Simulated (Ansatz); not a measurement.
# B₂H₃Se radical: one structure at several levels

An exercise on one series of results from a longer session: the logs are not shown, and one member is left open.

The runs use Ansatz 0.2.0, Gaussian basis; single points in def2-TZVPP.

Cores are frozen in the correlated methods. Filled d shells of the heavier atoms are correlated. Orbitals are unrestricted.

## Where the work starts

SMILES `BB[Se]`, 6 atoms, charge 0, spin multiplicity 2.

Atoms are counted from 1 here; the program's logs count them from 0.

Bond lengths: B1–B2 1.560 Å, B1–H4 1.147 Å, B1–H5 1.278 Å, B2–Se3 2.098 Å, B2–H6 1.195 Å. Angles: B2–B1–H4 125.3°, B2–B1–H5 116.7°, H4–B1–H5 109.3°, B1–B2–Se3 123.0°, B1–B2–H6 109.4°, Se3–B2–H6 127.6°.

Coordinates:

```xyz
6
charge 0, multiplicity 2
B    -0.40450   -0.17680   -0.79820
B     0.16170   -0.26420    0.65280
Se    0.69370    1.42700    1.77410
H    -1.40640    0.29890   -1.09110
H     0.44400    0.01460   -1.73510
H     0.17700   -1.40630    1.00380
```

The first run:

run/in.yaml

```yaml
crystal:
  periodic: [false, false, false]
  atoms:
    - {symbol: B, position_ang: [-0.404500, -0.176800, -0.798200]}
    - {symbol: B, position_ang: [0.161700, -0.264200, 0.652800]}
    - {symbol: Se, position_ang: [0.693700, 1.427000, 1.774100]}
    - {symbol: H, position_ang: [-1.406400, 0.298900, -1.091100]}
    - {symbol: H, position_ang: [0.444000, 0.014600, -1.735100]}
    - {symbol: H, position_ang: [0.177000, -1.406300, 1.003800]}
basis:
  gaussian: {orbitals: def2-TZVPP}
magnetization: {spin_polarized: true, initial_magnetization: 1}
correlation: {method: ccsd_t}
scf: {omitted_lower_state_checks: [cluster_reference]}
output: {forces: true}
```

No record of the launch command was kept for these runs.

Steps of the session up to this table: CCSD(T)/def2-TZVPP; PBE0-D4/def2-TZVPP; wB97M-V/def2-TZVPP; r2SCAN-D4/def2-TZVPP; PBE-D4/def2-TZVPP; BHLYP-D4/def2-TZVPP; LC-wPBE/def2-TZVPP.

One of the session's tables, all rows but one given; the rest of the session is left out.

```
   method  RMS force component (eV/Å)  angle to CCSD(T) forces (°)  dipole (D)
  CCSD(T)                       1.508                    reference        0.79
  PBE0-D4                       1.443                          5.9        0.90
  wB97M-V                       1.435                          4.5        0.93
r2SCAN-D4                       1.432                          6.9        0.96
   PBE-D4                       1.398                          9.6        0.83
 BHLYP-D4                           ?                            ?           ?
  LC-wPBE                       1.501                          4.9        1.03
```

**Question.** Estimate the row for BHLYP-D4.

The run gave: RMS force component (eV/Å): 1.475; angle to CCSD(T) forces (°): 6.2; dipole (D): 1.03. In the column «RMS force component (eV/Å)» it lies between PBE0-D4 (1.443) and LC-wPBE (1.501).
